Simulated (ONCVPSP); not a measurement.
**An ONCV potential for holmium, from input to tests**

Do these settings give a usable potential? It is generated, then checked for transferability, scattering, ghosts and hardness.

Method: ONCVPSP 4.0.1.1 (patched build), PBE, scalar-relativistic.

### 1 The atom and the settings

The settings as typed:

| Quantity | Value |
| --- | --- |
| element | holmium (Ho, Z = 67) |
| type | optimised norm-conserving Vanderbilt (ONCV) |
| frozen core | [Kr] 4d10 |
| valence charge | 21 |
| reference configuration | 4f11 5s2 5p6 6s1.75 (charge +0.25) |
| partial waves | 5s+6s: rc 1.95 bohr, ncon 4, nbas 7, qcut 5.6 1/bohr, 3 projectors, debl 1.9 Ha; 5p: rc 2.10 bohr, ncon 3, nbas 6, qcut 8.1 1/bohr, 3 projectors, debl 3.3 Ha; d scattering state at 0.24 Ha: rc 1.70 bohr, ncon 5, nbas 9, qcut 5.1 1/bohr, 1 projector; 4f: rc 0.95 bohr, ncon 4, nbas 9, qcut 19.4 1/bohr, 2 projectors, debl 2.4 Ha |
| local potential | polynomial inside 0.60 bohr (lpopt 5, dvloc0 0 Ha) |
| core correction | Teter function, fcfact 1.75, rcfact 1.15 |

The nodes and maxima of the atom's own shells, from an earlier all-electron run, set the scale for the radii.

All-electron outer shells of the reference configuration (PBE, scalar-relativistic, ld1.x):

```csv
shell,level (eV),outermost node (bohr),outermost maximum (bohr)
5s,-51.90,0.61,1.14
5p,-27.39,0.66,1.29
6s,-5.01,1.54,3.35
4f,-4.65,–,0.53
5d,-2.35,0.75,2.08
6p,-2.15,1.89,4.57
```

### 2 The generation run

Ho.dat

```
# ATOM AND REFERENCE CONFIGURATION
# atsym  z   nc   nv     iexc    psfile
  Ho 67.00    9    4        4      upf
#
#   n    l    f
    1    0    2.00
    2    0    2.00
    2    1    6.00
    3    0    2.00
    3    1    6.00
    3    2   10.00
    4    0    2.00
    4    1    6.00
    4    2   10.00
    4    3   11.00
    5    0    2.00
    5    1    6.00
    6    0    1.75
#
# PSEUDOPOTENTIAL AND OPTIMIZATION
# lmax
    3
#
#   l,   rc,      ep,       ncon, nbas, qcut
    0    1.95    0.00    4    7    5.60
    1    2.10    0.00    3    6    8.10
    2    1.70    0.24    5    9    5.10
    3    0.95    0.00    4    9   19.40
#
# LOCAL POTENTIAL
# lloc, lpopt,  rc(5),   dvloc0
    4    5    0.60    0.00
#
# VANDERBILT-KLEINMAN-BYLANDER PROJECTORs
# l, nproj, debl
    0    3    1.90
    1    3    3.30
    2    1    3.80
    3    2    2.40
#
# MODEL CORE CHARGE
# icmod, fcfact, rcfact
    3    1.75    1.15
#
# LOG DERIVATIVE ANALYSIS
# epsh1, epsh2, depsh
   -3.00    5.00    0.02
#
# OUTPUT GRID
# rlmax, drl
    6.00    0.01
#
# TEST CONFIGURATIONS
# ncnf
    4
# nvcnf
#   n    l    f
    4
    4    3   11.00
    5    0    2.00
    5    1    6.00
    6    0    2.00
#
    4
    4    3   11.00
    5    0    2.00
    5    1    6.00
    6    0    1.00
#
    4
    4    3   11.00
    5    0    2.00
    5    1    6.00
    6    0    0.00
#
    4
    4    3   11.00
    5    0    2.00
    5    1    5.00
    6    0    2.00
#
```

Started as:

```sh
$ oncvpsp.x < Ho.dat > Ho.out
```

**Question.** What will these runs give? Wanted: cutoffs for 1 and 0.1 mHa per electron, occupied waves; bound ghosts; GHOST(+) flags; largest phase difference near zero energy, channels read; rms error of d²Exc/dn², without and with the model core; projector energies reset by the program.

The runs gave:

| quantity | value |
| --- | --- |
| cutoffs for 1 and 0.1 mHa per electron, occupied waves | 150 Ha and 170 Ha |
| bound ghosts | s at -682.76 eV, p at -233.74 eV, d at -97.52 eV |
| GHOST(+) flags | s at 287 eV |
| largest phase difference near zero energy, channels read | 0.001 rad |
| rms error of d²Exc/dn², without and with the model core | 5.75 and 4.61 mHa |
| projector energies reset by the program | d: 0.050 Ha |

It has a bound ghost (s, p, d), a state that the atom doesn't have, and that rules the file out. It counts as very hard, with 150 Ha needed at the looser tolerance. At the looser tolerance the 4f wave is the slowest; 5p needs 15 Ha. Near zero energy the phases of the channels with partial waves agree within 0.001 rad. The program also flags highly localised states, GHOST(+) (s). These are tests on the free atom; a crystal test is still owed.
